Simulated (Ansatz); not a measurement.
# GeH₄ (singlet): from Hartree-Fock to the top rungs at a displaced geometry (v1), cc-pVTZ

The task here is to estimate one member of a computed series from the others.

Program: Ansatz 0.2.0, Gaussian basis. Level of theory: cc-pVTZ, core rule «outside noble gas», up to 14 orbitals frozen. These are calculated values, not measurements.

The runs, in order: UHF; CCSD(T) on RHF; BCCD(T) on RHF; CCSDT(Q) on RHF; CASSCF and NEVPT2, 8 electrons in 8 orbitals.

11 further runs of the same task are left out: 4 that didn't finish, 7 set aside as unsound or not needed.

## The geometry

The geometry is a PBE0/def2-TZVP stationary point (not a proven minimum) with its atoms shifted at random (size 0.040 Å). No spin-orbit coupling is included. The filled d shell of Ge may be among the frozen orbitals whatever the setting's name suggests; the logs give the count.

5 atoms, charge 0, spin multiplicity 1.

Atoms are counted from 1 here; the program's logs count them from 0.

Bond lengths: Ge1–H2 1.518 Å, Ge1–H3 1.451 Å, Ge1–H4 1.570 Å, Ge1–H5 1.528 Å. Angles: H2–Ge1–H3 109.8°, H2–Ge1–H4 111.6°, H2–Ge1–H5 113.3°, H3–Ge1–H4 107.8°, H3–Ge1–H5 108.7°, H4–Ge1–H5 105.4°.

Set-up of the first run:

in.yaml

```yaml
crystal:
  periodic: [false, false, false]
  atoms:
    - {symbol: Ge, position_ang: [0.001412, -0.000051, 0.002160]}
    - {symbol: H, position_ang: [0.884902, 0.871005, 0.877054]}
    - {symbol: H, position_ang: [-0.839344, -0.840905, 0.834055]}
    - {symbol: H, position_ang: [-0.938059, 0.864815, -0.911027]}
    - {symbol: H, position_ang: [0.790768, -0.891210, -0.955777]}
basis:
  gaussian: {orbitals: cc-pVTZ}
magnetization: {spin_polarized: true, initial_magnetization: 0}
hamiltonian: {xc: hf}
output: {orbitals: {seedname: orbitals}}
```

Launch:

```sh
$ ansatz run in.yaml --threads 1 --pin off --events-out ev --progress --plain --max-ram 2393MiB
```

Steps of the session up to this table: UHF; CCSD(T) on RHF; BCCD(T) on RHF; CCSDT(Q) on RHF; CASSCF and NEVPT2, 8 electrons in 8 orbitals.

One table of the session follows, with a row left open; its other results are not shown here.

| method | from RCCSDT(Q) (meV) |
| --- | --- |
| RHF | +4658.1 |
| RMP2 | +889.4 |
| RCCSD | ? |
| RCCSD(T) | +20.2 |
| BCCD(T) | +19.7 |
| RCCSDT | +2.4 |
| RCCSDT(Q) | 0 |
| CASSCF valence | +3096.6 |
| NEVPT2 valence | +884.9 |

**Question.** Estimate the row for RCCSD.

**Answer.** from RCCSDT(Q) (meV): +118.1. In the column «from RCCSDT(Q) (meV)» it lies between RCCSD(T) (+20.2) and NEVPT2 valence (+884.9).
